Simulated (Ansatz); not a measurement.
# ScBe3: the cost of one run

Program: Ansatz 0.2.0. Level of theory: DFT PBE, scalar-relativistic, plane waves, PAW. These are calculated values, not measurements.

1 further run of the same task is left out (it didn't finish).

## 1. The starting structure

It takes space group I4/mmm (No. 139, tetragonal). The conventional cell has a = 3.356 Å, b = 3.356 Å, c = 7.498 Å, α = 90.00°, β = 90.00°, γ = 90.00°. Around Sc (site symmetry 4/mmm) lie 12 Be at 2.37 to 2.52 Å. Be (site symmetry 4/mmm) is surrounded by 4 Sc at 2.37 Å and 8 Be at 2.52 Å. Be (site symmetry -4m2) is surrounded by 8 Be at 2.37 to 2.52 Å and 4 Sc at 2.52 Å.

As a file:

```cif
data_structure
_symmetry_space_group_name_H-M 'P 1'
_symmetry_Int_Tables_number 1
_cell_length_a 4.4370
_cell_length_b 4.4370
_cell_length_c 4.4370
_cell_angle_alpha 135.550
_cell_angle_beta 135.550
_cell_angle_gamma 64.676
_cell_volume 42.23
loop_
_atom_site_label
_atom_site_type_symbol
_atom_site_fract_x
_atom_site_fract_y
_atom_site_fract_z
_atom_site_occupancy
Sc1 Sc 0.00000 0.00000 0.00000 1
Be1 Be 0.50000 0.50000 0.00000 1
Be2 Be 0.25000 0.75000 0.50000 1
Be3 Be 0.75000 0.25000 0.50000 1
```

This is candidate A: TiAl3 (D0_22) type (I4/mmm, No. 139).

(A quick probe on a coarse mesh, which set the mesh and smearing, is not shown.)

## 3. Rough relaxation on the coarse mesh (candidate A)

input.yaml reads:

```yaml
crystal:
  lattice:
    - [-1.6782493022, 1.6782493022, 3.7488166232]
    - [1.6782493022, -1.6782493022, 3.7488166232]
    - [1.6782493022, 1.6782493022, -3.7488166232]
  atoms:
    - { symbol: Sc, position: [0.0, 0.0, 0.0] }
    - { symbol: Be, position: [0.5, 0.5, 0.0] }
    - { symbol: Be, position: [0.25, 0.75, 0.5] }
    - { symbol: Be, position: [0.75, 0.25, 0.5] }
basis:
  ecutwfc: 420
kpoints:
  mp_grid: { grid: [8, 8, 8] }
hamiltonian:
  xc: pbe
scf:
  occupations: { method: gaussian, width: 0.1 }
  lower_state_search: "off"
output:
  forces: true
  stress: true
  eigenvalues: true
relax:
  adjacent_minimum: "off"
  f_tol: 0.04
  max_steps: 70
  cell: { stress_tol: 0.4 }
```

On the command line:

```console
> ansatz run input.yaml --threads 1 --pin off --max-ram 2560MiB --backend cpu --events-out ev --progress --plain --runs-dir out
```

What time and memory should one allow on 1 thread of Intel Xeon Platinum 8488C (Sapphire Rapids), shared host?

About 17 s, with a peak of 0.39 GiB.
